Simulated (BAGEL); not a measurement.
**B3LYP/6-31G(d) (density fitting with qzvpp-jkfit, spherical functions) run of AlSiH3OF2 (SMILES [F][Al]([F])[O][SiH3])**

Aim: the energy change on altering one bond length of AlSiH3OF2 at B3LYP/6-31G* (density fitting with qzvpp-jkfit, spherical functions), from 2 runs. 

Program for the calculation: BAGEL 1.2.2.

2 further runs of the same task are left out: 2 that didn't finish. Runs told in other sessions of the task aren't counted.

## (1) The system as given

AlSiH3OF2: 8 atoms, total charge 0, spin state singlet. As SMILES, `[F][Al]([F])[O][SiH3]`. The shape is that of a PBE0-D4/def2-TZVP optimisation.

Bond lengths: F1–Al2 1.634 Å, Al2–F3 1.634 Å, Al2–O4 1.656 Å, O4–Si5 1.630 Å, Si5–H6 1.485 Å, Si5–H7 1.485 Å, Si5–H8 1.485 Å. Angles: F1–Al2–F3 117.9°, F1–Al2–O4 121.1°, F3–Al2–O4 121.1°, Al2–O4–Si5 178.6°, O4–Si5–H6 109.7°, O4–Si5–H7 109.8°, O4–Si5–H8 109.4°, H6–Si5–H7 109.2°, H6–Si5–H8 109.4°, H7–Si5–H8 109.3°.

## (2) The energy at B3LYP/6-31G(d) (density fitting with qzvpp-jkfit, spherical functions)

Input file dft.json:

```json
{ "bagel" : [

{
  "title" : "molecule",
  "basis" : "6-31gs.json",
  "df_basis" : "qzvpp-jkfit",
  "angstrom" : true,
  "geometry" : [
    { "atom" : "F", "xyz" : [    1.804800,   -1.724100,    1.720400 ] },
    { "atom" : "Al", "xyz" : [    0.792000,   -1.595300,    0.444600 ] },
    { "atom" : "F", "xyz" : [    0.487500,   -2.943200,   -0.427700 ] },
    { "atom" : "O", "xyz" : [    0.097200,   -0.144800,    0.048300 ] },
    { "atom" : "Si", "xyz" : [   -0.610500,    1.263800,   -0.365200 ] },
    { "atom" : "H", "xyz" : [   -0.891200,    2.060200,    0.856600 ] },
    { "atom" : "H", "xyz" : [   -1.885900,    0.995600,   -1.077700 ] },
    { "atom" : "H", "xyz" : [    0.298200,    2.030600,   -1.255200 ] }
  ]
},
{
  "title" : "ks",
  "xc_func" : "b3lyp"
},
{
  "title" : "print",
  "file" : "orbitals.molden",
  "orbitals" : true
}

]}
```

The basis set 6-31G* is read from a file made from the Basis Set Exchange's data (not shown).

On the command line:

```sh
BAGEL_NUM_THREADS=1 BAGEL dft.json > dft.out
```

What it wrote:

```text
* using 1 threads per process

  ===============================================================
  ===============================================================

  *** Geometry ***

  { "atom" : "F", "xyz" : [      3.410578,     -3.258077,      3.251085 ] },
  { "atom" : "Al", "xyz" : [      1.496663,     -3.014680,      0.840172 ] },
  { "atom" : "F", "xyz" : [      0.921241,     -5.561842,     -0.808236 ] },
  { "atom" : "O", "xyz" : [      0.183681,     -0.273632,      0.091274 ] },
  { "atom" : "Si", "xyz" : [     -1.153678,      2.388236,     -0.690128 ] },
  { "atom" : "H", "xyz" : [     -1.684124,      3.893214,      1.618739 ] },
  { "atom" : "H", "xyz" : [     -3.563835,      1.881411,     -2.036558 ] },
  { "atom" : "H", "xyz" : [      0.563516,      3.837278,     -2.371984 ] },

  Number of auxiliary basis functions:      541

  Since a DF basis is specified, we compute 2- and 3-index integrals:
    o Being stored without compression. Storage requirement is 0.031 GB

  Number of basis functions:       84
  Number of electrons      :       56

    * METHOD: MOLECULE                             0.23

  *** Kohn-Sham DFT ***

    * Removing 13175 points whose weight is below 1.00e-10
    * Grid points: 106073

  === Nuclear Repulsion ===
   278.5982435354

       - DIIS with orbital gradients will be used.

  === KS iteration (b3lyp / 6-31gs.json) ===
      0       -777.42522677          0.12505334           0.34
      1       -689.34197370          0.11511922           0.32
      2       -600.83409660          0.20547694           0.32
      3       -784.71203559          0.11031157           0.32
      4       -793.96900702          0.08618589           0.32
      5       -794.67506813          0.08737644           0.31
      6       -794.71242233          0.08755985           0.31
      7       -689.19425876          0.16359412           0.32
      8       -806.47165007          0.04347621           0.33
      9       -808.52587860          0.02546352           0.33
     10       -808.70487327          0.01700278           0.32
     11       -808.84419274          0.00507780           0.32
     12       -808.85952817          0.00301270           0.31
     13       -808.86467449          0.00136208           0.31
     14       -808.86555187          0.00027074           0.31
     15       -808.86558277          0.00010846           0.32
     16       -808.86558886          0.00001775           0.32
     17       -808.86558896          0.00001016           0.32
     18       -808.86558901          0.00000197           0.32
     19       -808.86558901          0.00000151           0.32
     20       -808.86558901          0.00000024           0.32
     21       -808.86558901          0.00000009           0.31
     22       -808.86558901          0.00000003           0.31
     23       -808.86558901          0.00000001           0.32
    * SCF iteration converged.

    * Permanent dipole moment:
           (    0.219958,    -0.446495,     0.127316) a.u.

    * METHOD: KS                                   8.13

    * METHOD: PRINT                                0.01

  ===============================================================
```

Run time: 8.7 s. Hardware: 1 thread of AMD EPYC 9R45 (Zen 5), shared host; peak memory 0.46 GiB.

## (3) The distorted shape

Input file dft.json:

```json
{ "bagel" : [

{
  "title" : "molecule",
  "basis" : "6-31gs.json",
  "df_basis" : "qzvpp-jkfit",
  "angstrom" : true,
  "geometry" : [
    { "atom" : "F", "xyz" : [    1.350450,   -2.107500,    2.165400 ] },
    { "atom" : "Al", "xyz" : [    0.337650,   -1.978700,    0.889600 ] },
    { "atom" : "F", "xyz" : [    0.033150,   -3.326600,    0.017300 ] },
    { "atom" : "O", "xyz" : [   -0.357150,   -0.528200,    0.493300 ] },
    { "atom" : "Si", "xyz" : [   -1.064850,    0.880400,    0.079800 ] },
    { "atom" : "H", "xyz" : [   -1.345550,    1.676800,    1.301600 ] },
    { "atom" : "H", "xyz" : [   -2.340250,    0.612200,   -0.632700 ] },
    { "atom" : "H", "xyz" : [    0.298200,    2.030600,   -1.255200 ] }
  ]
},
{
  "title" : "ks",
  "xc_func" : "b3lyp"
},
{
  "title" : "print",
  "file" : "orbitals.molden",
  "orbitals" : true
}

]}
```

The basis set 6-31G* is read from a file made from the Basis Set Exchange's data (not shown).

On the command line:

```sh
BAGEL_NUM_THREADS=1 BAGEL dft.json > dft.out
```

What it wrote:

```text
* using 1 threads per process

  ===============================================================
  ===============================================================

  *** Geometry ***

  { "atom" : "F", "xyz" : [      2.551981,     -3.982598,      4.092013 ] },
  { "atom" : "Al", "xyz" : [      0.638066,     -3.739201,      1.681100 ] },
  { "atom" : "F", "xyz" : [      0.062644,     -6.286363,      0.032692 ] },
  { "atom" : "O", "xyz" : [     -0.674916,     -0.998153,      0.932202 ] },
  { "atom" : "Si", "xyz" : [     -2.012275,      1.663715,      0.150800 ] },
  { "atom" : "H", "xyz" : [     -2.542721,      3.168693,      2.459668 ] },
  { "atom" : "H", "xyz" : [     -4.422432,      1.156890,     -1.195630 ] },
  { "atom" : "H", "xyz" : [      0.563516,      3.837278,     -2.371984 ] },

  Number of auxiliary basis functions:      541

  Since a DF basis is specified, we compute 2- and 3-index integrals:
    o Being stored without compression. Storage requirement is 0.031 GB

  Number of basis functions:       84
  Number of electrons      :       56

    * METHOD: MOLECULE                             0.22

  *** Kohn-Sham DFT ***

    * Removing 12677 points whose weight is below 1.00e-10
    * Grid points: 106571

  === Nuclear Repulsion ===
   276.1672663314

       - DIIS with orbital gradients will be used.

  === KS iteration (b3lyp / 6-31gs.json) ===
      0       -777.71796267          0.12468101           0.33
      1       -690.06988192          0.11847784           0.32
      2       -637.02705710          0.17997073           0.31
      3       -787.86219438          0.10681059           0.31
      4       -795.02396899          0.08274711           0.31
      5       -795.77965029          0.08367627           0.31
      6       -795.80129490          0.08324306           0.31
      7       -692.78953271          0.17289218           0.30
      8       -808.29214151          0.02870222           0.29
      9       -808.11888289          0.03760027           0.29
     10       -808.77821983          0.00521539           0.30
     11       -808.78979458          0.00225243           0.30
     12       -808.79289837          0.00143077           0.30
     13       -808.79408117          0.00030919           0.30
     14       -808.79412159          0.00011788           0.31
     15       -808.79412563          0.00008033           0.30
     16       -808.79412998          0.00001777           0.31
     17       -808.79413013          0.00000336           0.31
     18       -808.79413013          0.00000256           0.31
     19       -808.79413014          0.00000050           0.30
     20       -808.79413014          0.00000024           0.30
     21       -808.79413014          0.00000010           0.31
     22       -808.79413014          0.00000006           0.29
     23       -808.79413014          0.00000002           0.30
     24       -808.79413014          0.00000001           0.30
    * SCF iteration converged.

    * Permanent dipole moment:
           (    0.528459,    -0.102539,    -0.219689) a.u.

    * METHOD: KS                                   8.07

    * METHOD: PRINT                                0.01

  ===============================================================
```

Run time: 8.7 s. Hardware: 1 thread of AMD EPYC 9R45 (Zen 5), shared host; peak memory 0.46 GiB.

## (4) Outcome

At B3LYP/6-31G* (density fitting with qzvpp-jkfit, spherical functions):

| quantity | value |
| --- | --- |
| first shape: total energy | -808.86559 Eh |
| first shape: dipole moment | 1.31 D |
| first shape: HOMO energy | -8.73 eV |
| first shape: LUMO energy | -1.27 eV |
| first shape: HOMO–LUMO gap | 7.47 eV |
| distorted shape: total energy | -808.79413 Eh |
| distorted shape: dipole moment | 1.48 D |
| distorted shape: HOMO energy | -7.52 eV |
| distorted shape: LUMO energy | -1.47 eV |
| distorted shape: HOMO–LUMO gap | 6.05 eV |
| energy change with the Si5–H8 bond stretched from 1.485 to 2.228 Å | 1.944 eV |

What this shows: With the Si5–H8 bond stretched from 1.485 to 2.228 Å the energy rises by 1.94 eV (45 kcal/mol). The first shape isn't relaxed at this level, so the change isn't measured from a minimum.
